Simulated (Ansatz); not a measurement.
# NbInSe4: the cost of one run

Computed with Ansatz 0.2.0 (DFT PBE, scalar-relativistic, plane waves, PAW, unless a step's input says otherwise).

1 further run of the same task is left out (set aside as unsound or not needed).

### Step 1. The system as given

Symmetry: P6/mmm, No. 191, hexagonal system. The conventional cell has a = 4.168 Å, b = 4.168 Å, c = 8.681 Å, α = 90.00°, β = 90.00°, γ = 120.00°. Around Nb (site symmetry 6/mmm) lie 12 Se at 3.33 Å. In (site symmetry 6/mmm) has 12 Se at 3.15 Å in its first shell of neighbours. Se (site symmetry 3m) is surrounded by 3 Se at 2.41 Å and 3 In at 3.15 Å and 3 Nb at 3.33 Å.

Coordinates:

```
Nb In Se
1.0
     4.16815    0.00000    0.00000
    -2.08408    3.60973    0.00000
     0.00000    0.00000    8.68119
Nb In Se
1 1 4
Direct
  0.00000 0.00000 0.00000
  0.00000 0.00000 0.50000
  0.33333 0.66667 0.73408
  0.33333 0.66667 0.26592
  0.66667 0.33333 0.73408
  0.66667 0.33333 0.26592
```

A structure generator made this guess: species swapped into a database cell of NbVB4 (P6/mmm, No. 191), with In on the V sites and Se on the B sites. Lengths come from tabulated atomic sizes and are only a guess.

### Step 2. Probe: one point on a coarse mesh

The input, input.yaml:

```yaml
crystal:
  lattice:
    - [4.16815463, 0.0, 0.0]
    - [-2.08407731, 3.60972779, 0.0]
    - [0.0, 0.0, 8.68119497]
  atoms:
    - { symbol: Nb, position: [0.0, 0.0, 0.0] }
    - { symbol: In, position: [0.0, 0.0, 0.5] }
    - { symbol: Se, position: [0.33333333, 0.66666667, 0.73407727] }
    - { symbol: Se, position: [0.33333333, 0.66666667, 0.26592273] }
    - { symbol: Se, position: [0.66666667, 0.33333333, 0.73407727] }
    - { symbol: Se, position: [0.66666667, 0.33333333, 0.26592273] }
basis:
  ecutwfc: 420
kpoints:
  mp_grid: { grid: [6, 6, 2] }
hamiltonian:
  xc: pbe
scf:
  occupations: { method: gaussian, width: 0.1 }
  lower_state_search: "off"
output:
  forces: true
  stress: true
  eigenvalues: true
```

The run is started by

```bash
> ansatz run input.yaml --threads 1 --pin off --max-ram 2560MiB --backend cpu --events-out ev --progress --plain --runs-dir out
```

Q: Estimate wall time and peak memory on 1 thread of Arm Neoverse V1, shared host.

About 7.4 s, with a peak of 0.42 GiB.
